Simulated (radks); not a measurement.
# Xe⁺ in [Kr] 4d10 5s1.5 5p5 6s0.5: an all-electron calculation

Aim: the levels, the sizes of the orbitals and the parts of the energy of the xenon ion Xe+.

The numbers are computed with radks (a radial shooting solver on a logarithmic mesh, Libxc functionals) version 1 (Dirac Kohn-Sham, PBE, spin-unpolarised, spherical densities, finite nucleus; open shells fill j = l - 1/2 first), except any that are marked as measured or tabulated.

## (1) The atom as given

```
element            : xenon (Z = 54)
charge             : +1
electrons          : 53
configuration      : [Kr] 4d10 5s1.5 5p5 6s0.5
nuclear rms radius : 4.7859 fm
```

## (2) The calculation

Input:

```text
Z 54
configuration [Kr] 4d10 5s1.5 5p5 6s0.5 5d0 6p0
relativity Dirac
functional pbe,pbe
spin unpolarised
j_filling energy
nucleus finite rms 4.7859 fm
c 137.035999084
```

Launch:

```
$ python run_ks.py task.json out
```

This one command runs every case of the session in turn.

What does the calculation give?

The runs gave:

| quantity | value |
| --- | --- |
| total energy | -7449.11499 hartree |
| exchange-correlation share of it | 2.51 % |
| −T/E | 1.0623 |
| highest occupied level | 6s1/2, -6.388 eV |
| most extended occupied level | 6s1/2, <r> = 4.80 bohr |
| radius at density 0.001 e/bohr³ | 4.40 bohr |
| maxima of the radial density | 4 |

**Reading.** The radial density shows 4 maxima for 6 occupied principal shells; where shells overlap, one shows as a shoulder or not at all. −T/E is 1.062: with relativity the kinetic term as defined here no longer equals −E. This is not the tabulated ground configuration, so its levels and sizes aren't those of the ground state, and no measured value stands beside it.
